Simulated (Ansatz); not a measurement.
# In3Sb2: the cost of one run

Computed with Ansatz 0.2.0 (DFT PBE, scalar-relativistic, plane waves, PAW, unless a step's input says otherwise).

**1. The system as given**

The structure is trigonal, space group R-3m (No. 166). The conventional cell has a = 4.018 Å, b = 4.018 Å, c = 27.939 Å, α = 90.00°, β = 90.00°, γ = 120.00°. Around In (site symmetry -3m) lie 6 Sb at 2.98 Å. In (site symmetry 3m) has 3 Sb at 2.82 Å as nearest neighbours. Sb (site symmetry 3m) has 6 In at 2.82 to 2.98 Å as nearest neighbours.

Coordinates:

```cif
data_structure
_symmetry_space_group_name_H-M 'P 1'
_symmetry_Int_Tables_number 1
_cell_length_a 9.5976
_cell_length_b 9.5976
_cell_length_c 9.5976
_cell_angle_alpha 24.166
_cell_angle_beta 24.166
_cell_angle_gamma 24.166
_cell_volume 130.22
loop_
_atom_site_label
_atom_site_type_symbol
_atom_site_fract_x
_atom_site_fract_y
_atom_site_fract_z
_atom_site_occupancy
In1 In 0.00000 0.00000 0.00000 1
In2 In 0.20950 0.20950 0.20950 1
In3 In 0.79050 0.79050 0.79050 1
Sb1 Sb 0.40000 0.40000 0.40000 1
Sb2 Sb 0.60000 0.60000 0.60000 1
```

(A quick probe on a coarse mesh, which set the mesh and smearing, is not shown.)

**3. A loose first relaxation**

input.yaml

```yaml
crystal:
  lattice:
    - [2.0090637717, 1.1599335094, 9.3130296907]
    - [-2.0090637717, 1.1599335094, 9.3130296907]
    - [0.0, -2.3198670188, 9.3130296907]
  atoms:
    - { symbol: In, position: [0.0, 0.0, 0.0] }
    - { symbol: In, position: [0.2095, 0.2095, 0.2095] }
    - { symbol: In, position: [0.7905, 0.7905, 0.7905] }
    - { symbol: Sb, position: [0.4, 0.4, 0.4] }
    - { symbol: Sb, position: [0.6, 0.6, 0.6] }
basis:
  ecutwfc: 420
kpoints:
  mp_grid: { grid: [6, 6, 6] }
hamiltonian:
  xc: pbe
scf:
  occupations: { method: gaussian, width: 0.1 }
  lower_state_search: "off"
output:
  forces: true
  stress: true
  eigenvalues: true
relax:
  adjacent_minimum: "off"
  f_tol: 0.04
  max_steps: 70
  cell: { stress_tol: 0.4 }
```

Launch:

```bash
$ ansatz run input.yaml --threads 1 --pin off --max-ram 2560MiB --backend cpu --events-out ev --progress --plain --runs-dir out
```

**Question.** How long does this run take on 1 thread of Intel Xeon Platinum 8488C (Sapphire Rapids), shared host, and how much memory does it need?

About 54 s, with a peak of 0.53 GiB.
